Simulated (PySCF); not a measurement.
# SiSH2 in PySCF: notebook, part 2 of 2

PySCF 2.14.0. The steps go on from the part before.

### Step 4. Atomic charges, r2SCAN+D4

File run.py:

```python
import json
import numpy as np
from pyscf.pbc import gto, scf, dft, df

cell = gto.Cell()
cell.basis = '6-31g*'
cell.fromfile('SiH2S.xyz')
cell.exp_to_discard = 0
cell.precision = 1e-08
cell.max_memory = 2520  # MB
cell.verbose = 4
cell.build()

res = {}
from pyscf.dispersion import dftd4
d = dftd4.DFTD4Dispersion(cell, xc='r2scan', atm=True).get_dispersion(grad=True)
print('dispersion energy = %.10f' % d['energy'])
res['e_disp'] = float(d['energy'])

kpts = cell.make_kpts([1, 1, 1])
mf = dft.KRKS(cell, kpts, xc='r2scan')
mf = mf.density_fit()
mf.with_df._cderi = 'cderi.h5'  # three-centre integrals saved by an earlier run on this cell, basis and mesh
mf.conv_tol = 1e-07
mf.max_cycle = 60

mf.kernel()
res.update(converged=bool(mf.converged), e_tot=mf.e_tot, nelec=cell.nelectron, nao=cell.nao, mesh=list(map(int, cell.mesh)), a=cell.lattice_vectors().tolist(), coords=cell.atom_coords().tolist(),
           mo_energy=[np.real(x).tolist() for x in mf.mo_energy], mo_occ=[np.real(x).tolist() for x in mf.mo_occ])
res.update(kpts=cell.get_scaled_kpts(kpts).tolist())
res['parts'] = {k: float(np.real(v)) for k, v in mf.scf_summary.items() if np.isscalar(v)}
json.dump(res, open('results.json', 'w'))
if not mf.converged:
    raise SystemExit('SCF not converged')

print('levels (eV)')
for i, kp in enumerate(res['kpts'][:40]):
    print('k %7.4f %7.4f %7.4f  ' % tuple(kp), ' '.join('%.3f' % (x * 27.211386) for x in res['mo_energy'][i][:21]))

# Mulliken populations
dm, s = np.asarray(mf.make_rdm1()), np.asarray(mf.get_ovlp())
sites = cell.aoslice_by_atom()[:, 2:]
tot = np.einsum('kij,kji->i', dm, s).real / len(kpts)
res['mulliken'] = [cell.atom_charge(i) - tot[a0:a1].sum() for i, (a0, a1) in enumerate(sites)]
print('Mulliken charges', np.round(res['mulliken'], 5))
res['meta_lowdin'] = mf.mulliken_meta()[1].tolist()
res['done'] = True
json.dump(res, open('results.json', 'w'))
```

File SiH2S.xyz:

```xyz
4
Lattice="11.0000000000 0.0000000000 0.0000000000 0.0000000000 12.0000000000 0.0000000000 0.0000000000 0.0000000000 11.0000000000" Properties=species:S:1:pos:R:3 pbc="T T T"
Si     5.1863000200      4.9190000400      5.6825000100
S      5.6396000100      6.9522000000      5.3148000400
H      6.4666000300      4.8026000400      6.5028000400
H      4.5594000100      7.2393999600      4.5651999800
```

Potentials or basis: 6-31g* (all-electron).

On the command line:

```console
$ OMP_NUM_THREADS=2 python -u run.py > log
```

The log of the run:

```text
Discarded 0 diffused primitive functions, 0 contracted functions
dispersion energy = -0.0005958769

******** <class 'pyscf.pbc.dft.krks.KRKS'> ********
method = KRKS
initial guess = minao
damping factor = 0
level_shift factor = 0
DIIS = <class 'pyscf.scf.diis.CDIIS'>
diis_start_cycle = 1
diis_space = 8
diis_damp = 0
SCF conv_tol = 1e-07
SCF conv_tol_grad = None
SCF max_cycles = 60
direct_scf = True
direct_scf_tol = 1e-13

******** PBC SCF flags ********
N kpts = 1
Exchange divergence treatment (exxdiv) = ewald
    madelung (= occupied orbital energy shift) = 0.13224932910137913
    Total energy shift due to Ewald probe charge = -1/2 * Nelec*madelung = -2.11598926562
DF object = <pyscf.pbc.df.df.GDF object>
XC functionals = r2scan
small_rho_cutoff = 0
radial grids:
    Treutler-Ahlrichs [JCP 102, 346 (1995); DOI:10.1063/1.469408] (M4) radial grids

becke partition: Becke, JCP 88, 2547 (1988); DOI:10.1063/1.454033
pruning grids: <function nwchem_prune>
grids dens level: 3
symmetrized grids: False
atomic radii adjust function: <function treutler_atomic_radii_adjust>
Set gradient conv threshold to 0.000316228

******** <class 'pyscf.pbc.df.rsdf_builder._RSNucBuilder'> ********
mesh = [39 43 39] (65403 PWs)
ke_cutoff = 16.491259992236976
omega = 0.5109509378179604
exclude_d_aux = False
exclude_dd_block = True
j2c_eig_always = False
has_long_range = True
tot grids = 57669
cell vol = 9798.58169  sum(weights) = 9972.54858
nelec by numeric integration = 31.994549896017393
init E= -688.759777575819
  HOMO = -0.224308054315  LUMO = -0.112116571919  gap/eV = 3.05289
nelec by numeric integration = 32.00000066269109
cycle= 1 E= -688.74725875366  delta_E= 0.0125  |g|= 0.204  |ddm|= 1.96
  HOMO = -0.207499871145  LUMO = -0.10526010128  gap/eV = 2.78209
nelec by numeric integration = 32.00000042367856
cycle= 2 E= -688.69648289033  delta_E= 0.0508  |g|= 0.405  |ddm|= 0.855
  HOMO = -0.201909207148  LUMO = -0.100137613487  gap/eV = 2.76935
nelec by numeric integration = 32.00000061927734
cycle= 3 E= -688.762193556479  delta_E= -0.0657  |g|= 0.049  |ddm|= 0.635
  HOMO = -0.2089583035  LUMO = -0.105853377382  gap/eV = 2.80563
nelec by numeric integration = 32.00000059282988
cycle= 4 E= -688.763399408429  delta_E= -0.00121  |g|= 0.0136  |ddm|= 0.125
  HOMO = -0.209186132024  LUMO = -0.105660297376  gap/eV = 2.81708
nelec by numeric integration = 32.00000059512869
cycle= 5 E= -688.763476314654  delta_E= -7.69e-05  |g|= 0.00189  |ddm|= 0.0225
  HOMO = -0.208857377692  LUMO = -0.105427962087  gap/eV = 2.81446
nelec by numeric integration = 32.000000596248036
cycle= 6 E= -688.76347811531  delta_E= -1.8e-06  |g|= 0.000169  |ddm|= 0.0039
  HOMO = -0.208862939755  LUMO = -0.105442007377  gap/eV = 2.81423
nelec by numeric integration = 32.00000059626493
cycle= 7 E= -688.763478125096  delta_E= -9.79e-09  |g|= 3.23e-05  |ddm|= 0.000328
  HOMO = -0.208854318186  LUMO = -0.105431061923  gap/eV = 2.81429
nelec by numeric integration = 32.00000059628936
Extra cycle  E= -688.763478125017  delta_E= 7.87e-11  |g|= 3.47e-05  |ddm|= 0.000105
converged SCF energy = -688.763478125017
levels (eV)
k  0.0000  0.0000  0.0000   -2409.301 -1791.454 -213.804 -157.890 -157.765 -157.735 -141.828 -96.823 -96.682 -96.567 -19.237 -12.719 -9.886 -8.271 -7.229 -5.683 -2.869 0.137 0.608 2.499 5.217
Mulliken charges [ 0.21813 -0.26532 -0.09412  0.14131]
 ** Mulliken pop on meta-lowdin orthogonal AOs **
 ** Mulliken pop  **
pop of  0 Si 1s           2.00000
pop of  0 Si 2s           1.99987
pop of  0 Si 3s           1.70056
pop of  0 Si 4s           0.01491
pop of  0 Si 2px          1.99991
pop of  0 Si 2py          1.99988
pop of  0 Si 2pz          1.99989
pop of  0 Si 3px          0.90794
pop of  0 Si 3py          0.69577
pop of  0 Si 3pz          0.48830
pop of  0 Si 4px          0.00535
pop of  0 Si 4py          0.01061
pop of  0 Si 4pz          0.00374
pop of  0 Si 3dxy         0.00390
pop of  0 Si 3dyz         0.00386
pop of  0 Si 3dz^2        0.00292
pop of  0 Si 3dxz         0.00700
pop of  0 Si 3dx2-y2      0.01009
pop of  1 S 1s            2.00000
pop of  1 S 2s            1.99988
pop of  1 S 3s            1.72190
pop of  1 S 4s            0.00565
pop of  1 S 2px           1.99991
pop of  1 S 2py           1.99989
pop of  1 S 2pz           1.99992
pop of  1 S 3px           1.42265
pop of  1 S 3py           1.44219
pop of  1 S 3pz           1.52183
pop of  1 S 4px           0.00555
pop of  1 S 4py           0.00657
pop of  1 S 4pz           0.00438
pop of  1 S 3dxy          0.00445
pop of  1 S 3dyz          0.00216
pop of  1 S 3dz^2         0.00169
pop of  1 S 3dxz          0.00757
pop of  1 S 3dx2-y2       0.00704
pop of  2 H 1s            1.08890
pop of  2 H 2s            0.00221
pop of  3 H 1s            0.89315
pop of  3 H 2s            0.00805
 ** Mulliken atomic charges  **
charge of    0Si =      0.14552
charge of    1S =     -0.15321
charge of    2H =     -0.09111
charge of    3H =      0.09880
```

Wall time 7.3 s (2 threads of Intel Xeon at 2.70GHz, shared host); peak memory 0.94 GiB.

Results:

* Free energy: -18742.2253 eV
* Gap between the frontier levels: 2.81 eV
* Meta-löwdin charges: Si +0.15; S -0.15; H -0.09, +0.10 e
* Dispersion energy per atom: -0.004 eV

Caveat: this is a molecule in a periodic box at the Γ point, so its band gap is the HOMO-LUMO gap; the energy listed adds the dispersion energy to the SCF energy of the log; population charges move with the basis; the basis of atomic orbitals isn't converged, which shifts pressures, moduli and gaps.

### Step 5. Atomic charges, RPBE+D4

run.py, as its differences from that of step 4:

```diff
@@ -15,3 +15,3 @@
 from pyscf.dispersion import dftd4
-d = dftd4.DFTD4Dispersion(cell, xc='r2scan', atm=True).get_dispersion(grad=True)
+d = dftd4.DFTD4Dispersion(cell, xc='rpbe', atm=True).get_dispersion(grad=True)
 print('dispersion energy = %.10f' % d['energy'])
@@ -20,3 +20,3 @@
 kpts = cell.make_kpts([1, 1, 1])
-mf = dft.KRKS(cell, kpts, xc='r2scan')
+mf = dft.KRKS(cell, kpts, xc='GGA_X_RPBE,GGA_C_PBE')
 mf = mf.density_fit()
```

SiH2S.xyz is that of step 4.

On the command line:

```console
$ OMP_NUM_THREADS=2 python -u run.py > log
```

It took 6.2 s on 2 threads of Intel Xeon at 2.70GHz, shared host; peak memory 0.94 GiB.

Results (log left out):

```yaml
Free_energy: -18742.4422 eV
Gap_between_the_frontier_levels: 2.55 eV
Meta-löwdin_charges: Si +0.13; S -0.14; H -0.09, +0.09 e
Dispersion_energy_per_atom: -0.068 eV
```

Levels at points of the mesh, in eV from the valence-band top:
```
           k point  band 14  band 15  band 16  band 17  band 18  band 19
(0.00, 0.00, 0.00)    -2.43    -1.44     0.00     2.55     5.30     5.81
```

Caveat: this is a molecule in a periodic box at the Γ point, so its band gap is the HOMO-LUMO gap; the energy listed adds the dispersion energy to the SCF energy of the log; population charges move with the basis; the basis of atomic orbitals isn't converged, which shifts pressures, moduli and gaps. RPBE gaps usually lie below the measured ones, often by a third to a half.

### Step 6. Overview

| level | three-centre integrals | three-body dispersion term | gap on the mesh (eV) |
| --- | --- | --- | --- |
| PBE | - | - | 2.52 |
| revPBE | read from an earlier run's file | - | 2.55 |
| r2SCAN+D4 | read from an earlier run's file | yes | 2.81 |
| RPBE+D4 | read from an earlier run's file | yes | 2.55 |

Alike in all rows: task atomic charges; potentials or basis 6-31g* (all-electron); no spin polarisation; cell as given; k mesh 1 × 1 × 1; smearing fixed.

Caveats: this is a molecule in a periodic box at the Γ point, so its band gap is the HOMO-LUMO gap; the basis of atomic orbitals isn't converged, which shifts pressures, moduli and gaps.

Total energies depend on the potentials used, so only differences within one code and one set of settings carry meaning.
